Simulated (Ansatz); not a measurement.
# CHFS₂Si: one species, many methods

How much do the methods differ for CHFS₂Si? The plan is to run it at one geometry with functionals of several rungs and with coupled cluster. The yardstick is the atomisation energy at the CCSD(T) limit.

Computed with Ansatz 0.2.0, Gaussian basis. Level: functionals in def2-TZVPP, the program's frozen cores in correlated methods.

Levels to be run: LDA (SPW92), PBE-D4, revPBE-D4, BLYP-D4, r2SCAN-D4, B97M-V, PBE0-D4, B3LYP-D4, r2SCANh-D4, r2SCAN0-D4, HSE06-D4, BHLYP-D4, CAM-B3LYP-D4, LC-ωPBE, ωB97X-V, ωB97M-V, B2PLYP, PBE-QIDH; CCSD(T)/def2-SVP; CCSD(T)/def2-TZVPP; MP2/def2-QZVPP; extrapolation to the limit; RPA on PBE.

## 1. Structure used throughout

The geometry comes from an earlier relaxation with PBE0-D4 in a triple-zeta def2 set; it is a stationary point.

SMILES `F[SiH]1SC1=S`, 6 atoms, charge 0, spin multiplicity 1.

Atoms are counted from 1 here; the program's logs count them from 0.

Bond lengths: F1–Si2 1.583 Å, Si2–S3 2.093 Å, Si2–C4 1.813 Å, Si2–H6 1.471 Å, S3–C4 1.803 Å, C4–S5 1.597 Å. Angles: F1–Si2–S3 119.2°, F1–Si2–C4 121.1°, F1–Si2–H6 108.0°, S3–Si2–C4 54.4°, S3–Si2–H6 120.5°, C4–Si2–H6 124.8°, Si2–S3–C4 54.9°, Si2–C4–S3 70.7°, Si2–C4–S5 155.8°, S3–C4–S5 133.5°.

Geometry (Å):

```xyz
6
charge 0, multiplicity 1
F    -0.9230   -1.1297    1.4868
Si    0.0778   -0.1459    0.7539
S     1.2165   -0.8578   -0.8514
C    -0.1572    0.3020   -0.9870
S    -0.8555    1.0394   -2.2192
H     0.6834    0.7280    1.7706
```

## 2. LDA

This LDA is Slater exchange with PW92 correlation.

Contents of in.yaml:

```yaml
crystal:
  periodic: [false, false, false]
  atoms:
    - {symbol: F, position_ang: [-0.922985, -1.129723, 1.486830]}
    - {symbol: Si, position_ang: [0.077813, -0.145879, 0.753946]}
    - {symbol: S, position_ang: [1.216490, -0.857824, -0.851410]}
    - {symbol: C, position_ang: [-0.157199, 0.301992, -0.987024]}
    - {symbol: S, position_ang: [-0.855494, 1.039438, -2.219151]}
    - {symbol: H, position_ang: [0.683374, 0.727996, 1.770609]}
basis:
  gaussian: {orbitals: def2-TZVPP}
hamiltonian: {xc: lda}
output: {orbitals: {seedname: orbitals}}
```

Command:

```console
ansatz run in.yaml --threads 2 --pin off --events-out ev --progress --plain --max-ram 4352MiB
```

After this run come: PBE-D4 (GGA); revPBE-D4 (GGA); BLYP-D4 (GGA); r2SCAN-D4 (meta-GGA); B97M-V (meta-GGA); PBE0-D4 (hybrid); B3LYP-D4 (hybrid); r2SCANh-D4 (hybrid); r2SCAN0-D4 (hybrid); HSE06-D4 (hybrid); BHLYP-D4 (hybrid); CAM-B3LYP-D4 (range-separated); LC-ωPBE (range-separated); ωB97X-V (range-separated); ωB97M-V (range-separated); B2PLYP (double hybrid); PBE-QIDH (double hybrid); CCSD(T) in def2-SVP; CCSD(T) in def2-TZVPP; MP2 in def2-QZVPP; RPA on PBE orbitals.

Before running them: what should the planned runs give, taken together? Wanted: atomisation energy, CCSD(T)/CBS; farthest beyond LDA; mean size of error, GGA; mean size of error, meta-GGA; mean size of error, hybrid; mean size of error, range-separated; mean size of error, double hybrid; gap, smallest and largest; T1 diagnostic.

**Answer**, as computed:

```
                               quantity                                     value
        atomisation energy, CCSD(T)/CBS                            531.8 kcal/mol
functionals within 2.7 kcal/mol (0.5 %)                       r2SCANh-D4, ωB97X-V
                    farthest beyond LDA                 BHLYP-D4 (-32.3 kcal/mol)
                mean size of error, GGA                             12.0 kcal/mol
           mean size of error, meta-GGA                             10.4 kcal/mol
             mean size of error, hybrid                              9.5 kcal/mol
    mean size of error, range-separated                              5.3 kcal/mol
      mean size of error, double hybrid                              5.7 kcal/mol
              gap, smallest and largest  1.78 eV (LDA (SPW92)), 8.42 eV (LC-ωPBE)
                          T1 diagnostic                                    0.0173
triples share of the correlation energy                                     4.9 %
```

What this shows: The LDA atomisation energy is off by 104.4 kcal/mol (20 %): it overbinds. PBE-D4 is off by +25.3 kcal/mol. Double hybrids carry the basis error of their MP2 part in triple zeta, and no dispersion term here, so their miss is partly the set-up's. By mean error the best rung here is range-separated (5.3 kcal/mol) and the worst beyond LDA is GGA (12.0 kcal/mol). The gap between the best rungs is small, so their order is not settled. Misses under about 2.7 kcal/mol are within the doubt on the reference itself, which lacks core-valence correlation, relativity and higher excitations. Hartree-Fock recovers 65 % of the binding; the rest is correlation. CCSD(T) in def2-SVP is off by -54.8 kcal/mol, worse than the median functional, from the basis alone. The gap grows from 1.8 to 8.4 eV across the functionals, mostly with the share of exact exchange. The restricted reference is unstable towards a spin-broken one.
